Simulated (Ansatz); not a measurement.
Born–Oppenheimer molecular dynamics of a periodic cell of 20 atoms, Ba3Ti3SiCl4O9 (surface BaTiO3(001), adsorbate SiCl4). It starts from a relaxed structure.

Level of theory: DFT PBE, scalar-relativistic, plane waves, PAW (Ansatz). Settings: accuracy low, PAW set soft_1, cutoff 420 eV, k mesh 2x2x1, fermi-dirac smearing 0.05 eV, no spin polarisation.

* ensemble: NVT, Langevin thermostat
* time step: 1 fs
* steps asked: 200
* set temperature: 500 K
* friction: 0.005 /fs
* atoms held: 1 to 5
* seed: 369275

First frame:

```xyz
20
Lattice="5.6573 0.0000 0.0000 -2.8286 4.8994 0.0000 0.0000 0.0000 20.7026" Properties=species:S:1:pos:R:3
Ba 0.000 0.000 1.000
Ti 0.000 3.266 2.065
O 0.000 4.871 1.085
O -1.389 2.464 1.085
O 1.389 2.464 1.085
Ba 2.828 1.636 3.008
Ti -0.008 0.013 4.528
O 0.003 1.614 3.656
O 1.448 4.107 3.651
O -1.446 4.113 3.670
Ba -0.007 3.281 5.660
Ti 2.820 1.652 6.750
O 2.805 3.306 6.150
O 1.382 0.839 6.154
O 4.215 0.841 6.060
Si 2.680 2.407 10.948
Cl 3.473 4.284 10.912
Cl 0.673 2.662 10.674
Cl 3.429 1.263 9.274
Cl 3.117 1.453 12.703
```

(1) What does the run give?

(2) What happens to the structure?

(3) How do temperature and energy run in time?

## Answers

(1) The run went to its last step.

```
steps done                                               : 200
time covered                                             : 200 fs
mean temperature over the second half                    : 324 K
spread of the potential energy over the second half      : 5.0 meV per atom
mean potential energy of the second half above the start : 31.0 meV per atom
```

The mean temperature of the second half is 35 % below the set value. A run of 0.2 ps of so small a system gives no equilibrium averages. Limits of this set-up: coarse k mesh, slab without dipole correction, no dispersion correction for a molecule that may bind weakly, a typed lattice constant that wasn't relaxed here, low accuracy level.

(2) Mean squared displacements from the first frame to the last: Ba 0.02 Å², Ti 0.04 Å², O 0.05 Å², Si 0.08 Å², Cl 0.05 Å². The details hang on the random start.

(3) 
```csv
time (fs),T (K),potential energy less start (eV)
0,500,0.000
6,393,0.140
12,283,0.356
18,289,0.429
24,270,0.488
30,186,0.598
36,209,0.555
42,267,0.520
48,257,0.569
54,257,0.553
60,344,0.526
66,262,0.647
72,251,0.671
78,339,0.594
84,323,0.611
90,400,0.591
96,384,0.530
102,374,0.520
108,365,0.504
114,393,0.455
120,394,0.451
126,371,0.534
132,323,0.551
138,348,0.584
144,293,0.661
150,271,0.687
156,305,0.646
162,338,0.625
168,302,0.718
174,291,0.734
180,351,0.667
186,312,0.665
192,276,0.740
198,227,0.801
```

Run time: 20 min on 2 threads of Arm Neoverse V2 (shared host), peak memory 1.2 GiB.
